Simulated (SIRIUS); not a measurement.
**CdPbS2 under changes of volume**

One of the cells (24.329 Å³/atom); the others are scaled copies at fixed shape and fractional positions:

```
CELL_PARAMETERS angstrom
2.05279 1.18518 6.66645
-2.05279 1.18518 6.66645
0.00000 -2.37036 6.66645
ATOMIC_POSITIONS crystal
Pb 0.50000 0.50000 0.50000
Cd 0.00000 0.00000 0.00000
S 0.25872 0.25872 0.25872
S 0.74128 0.74128 0.74128
```

The cell comes from a database or a generator and needn't be the stable form of this composition.

| Quantity | Value |
| --- | --- |
| Program | SIRIUS 7.12.0 |
| Functional | PBEsol |
| Potentials or basis | all-electron FP-LAPW |
| Cutoff | 158 eV |
| Basis | apw+lo standard |
| k mesh | 8 × 8 × 8 |
| Occupations | fermi-dirac, width 0.05 eV |
| Spin | no spin polarisation |

| volume (Å³/atom) | energy over the lowest point (meV/atom) | gap on the mesh (eV) |
| --- | --- | --- |
| 22.420 | 0.00 | 0.77 |
| 22.897 | 1.38 | 0.81 |
| 23.374 | ? | ? |
| 24.329 | 27.90 | 0.90 |
| 24.806 | 43.03 | 0.93 |
| 25.283 | 60.84 | 0.95 |

What does the run at 23.374 Å³/atom give?

Energy over the lowest point 6.64 meV/atom; gap on the mesh 0.84 eV.

Worked out: A Birch-Murnaghan fit of order 3 (a polynomial in V^(-2/3)) to the other rows has its minimum at 22.50 Å³/atom with B0 = V·E''(V) = 68 GPa and B' = 3.7 at fixed shape and positions, which overstates the stiffness. It gives 6.73 meV/atom at 23.374 Å³/atom, against the run's 6.64. A straight line through the other rows of the gap, of slope 1.5 eV per unit of ln V, gives 0.84 eV, against the run's 0.84.

Energies are extrapolated to zero smearing.

Caveats: spin-orbit coupling is left out, which as a rule narrows the gap of such compounds by several tenths of an eV.

A mesh can miss the band edges.
